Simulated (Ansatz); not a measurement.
# Cl2H2SeSi: the cost of one run

Computed with Ansatz 0.2.0, driven from Python. Level of theory: PBE0+D4/def2-SVPD.

## 1. The structure

Bond lengths: Cl1–Si2 2.155 Å, Si2–Cl3 2.096 Å, Si2–Se4 2.261 Å, Si2–H5 1.472 Å, Se4–H6 1.583 Å. Angles: Cl1–Si2–Cl3 109.9°, Cl1–Si2–Se4 109.1°, Cl1–Si2–H5 109.3°, Cl3–Si2–Se4 108.4°, Cl3–Si2–H5 108.2°, Se4–Si2–H5 111.9°, Si2–Se4–H6 90.5°.

The script holds or builds the structure itself.

## 2. Script

Contents of cl2h2sesi.py:

```python
'''Cost of removing each kind of hydrogen from Cl2H2SeSi, fragments frozen.'''

import ansatz as az
from ase import Atoms


def total_energy(molecule, charge=0, unpaired=0):
    calc = molecule.calculation().basis(gaussian='def2-SVPD').functional('pbe0', dispersion='d4')
    if charge:
        calc = calc.charge(charge)
    if unpaired:
        calc = calc.spin('collinear', total=unpaired)
    return calc.run(threads=1).report['free_energy_ev']

def without(molecule, index):
    rest = az.Crystal.molecule()
    for i, site in enumerate(molecule.cartesian_sites):
        if i != index:
            rest = rest.atom(site.symbol, site.position_ang)
    return rest


def main() -> None:
    atoms = Atoms(['Cl', 'Si', 'Cl', 'Se', 'H', 'H'], positions=[
        (1.8222, -1.266, 1.2041),
        (0.2404, -0.4425, -0.0058),
        (0.9943, 0.114, -1.8805),
        (-0.5836, 1.4019, 1.009),
        (-0.7976, -1.4651, -0.2123),
        (-1.6337, 1.5936, -0.1606),
    ])
    molecule = az.Crystal.molecule_from_ase(atoms)

    whole = total_energy(molecule, 0)
    hydrogen = total_energy(az.Crystal.molecule().atom('H', (0, 0, 0)), 0, 1)
    print(f'E(molecule) = {whole:.5f} eV, E(H) = {hydrogen:.5f} eV')
    for index in [4, 5]:
        radical = total_energy(without(molecule, index), 0, 1)
        print(f'H{index}: homolysis {(radical + hydrogen - whole):.3f} eV')


if __name__ == '__main__':
    main()
```

## 3. The run

Run with:

```
$ python cl2h2sesi.py
```

Q: Estimate wall time and peak memory on 1 thread of Arm Neoverse V2, shared host.

About 42 s, with a peak of 0.62 GiB.
